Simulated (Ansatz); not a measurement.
**GeNH5 (built from SMILES N.[GeH2]): one structure at several levels**

One table from this session's results is given with a row withheld; the runs are named, their logs left out.

Method: single points in def2-TZVPP; program: Ansatz 0.2.0, Gaussian basis.

Cores are frozen in the correlated methods. Filled d shells of the heavier atoms are correlated.

**Where the work starts**

7 atoms, charge 0, spin multiplicity 1.

Atoms are counted from 1 here; the program's logs count them from 0.

Bond lengths: Ge1–H2 1.662 Å, Ge1–H4 1.722 Å, Ge1–H5 1.588 Å, N3–H6 1.002 Å, N3–H7 1.008 Å. Angles: H2–Ge1–H4 54.0°, H2–Ge1–H5 78.0°, H4–Ge1–H5 88.6°, H6–N3–H7 108.4°.

Geometry (Å):

```xyz
7
GeH5N
Ge   -0.07000   -0.90350    1.17950
H    -0.36510    0.24000    0.01020
N     0.37910   -0.19390   -1.02990
H    -1.39080    0.20100    1.15460
H     0.86990    0.28990    1.64140
H     0.93170    0.62320   -1.20520
H    -0.33620   -0.25110   -1.73760
```

The first run:

File run/in.yaml:

```yaml
crystal:
  periodic: [false, false, false]
  atoms:
    - {symbol: Ge, position_ang: [-0.070000, -0.903500, 1.179500]}
    - {symbol: H, position_ang: [-0.365100, 0.240000, 0.010200]}
    - {symbol: N, position_ang: [0.379100, -0.193900, -1.029900]}
    - {symbol: H, position_ang: [-1.390800, 0.201000, 1.154600]}
    - {symbol: H, position_ang: [0.869900, 0.289900, 1.641400]}
    - {symbol: H, position_ang: [0.931700, 0.623200, -1.205200]}
    - {symbol: H, position_ang: [-0.336200, -0.251100, -1.737600]}
basis:
  gaussian: {orbitals: def2-TZVPP}
correlation: {method: ccsd_t}
output: {forces: true}
```

No record of the launch command was kept for these runs.

Steps of the session up to this table: CCSD(T)/def2-TZVPP; PBE0-D4/def2-TZVPP; wB97M-V/def2-TZVPP; r2SCAN-D4/def2-TZVPP; PBE-D4/def2-TZVPP; LC-wPBE/def2-TZVPP; BHLYP-D4/def2-TZVPP.

One table of the session follows, with a row left open; its other results are not shown here.

| method | RMS force component (eV/Å) | angle to CCSD(T) forces (°) | dipole (D) |
| --- | --- | --- | --- |
| CCSD(T) | 1.347 | reference | 2.24 |
| PBE0-D4 | 1.310 | 3.2 | 2.15 |
| wB97M-V | ? | ? | ? |
| r2SCAN-D4 | 1.226 | 3.3 | 2.21 |
| PBE-D4 | 1.233 | 10.2 | 2.08 |
| LC-wPBE | 1.422 | 5.7 | 2.23 |
| BHLYP-D4 | 1.418 | 8.8 | 2.14 |

Q: Estimate the row for wB97M-V from the others.

As computed: RMS force component (eV/Å): 1.383; angle to CCSD(T) forces (°): 2.5; dipole (D): 2.10. In the column «RMS force component (eV/Å)» it lies between CCSD(T) (1.347) and BHLYP-D4 (1.418).
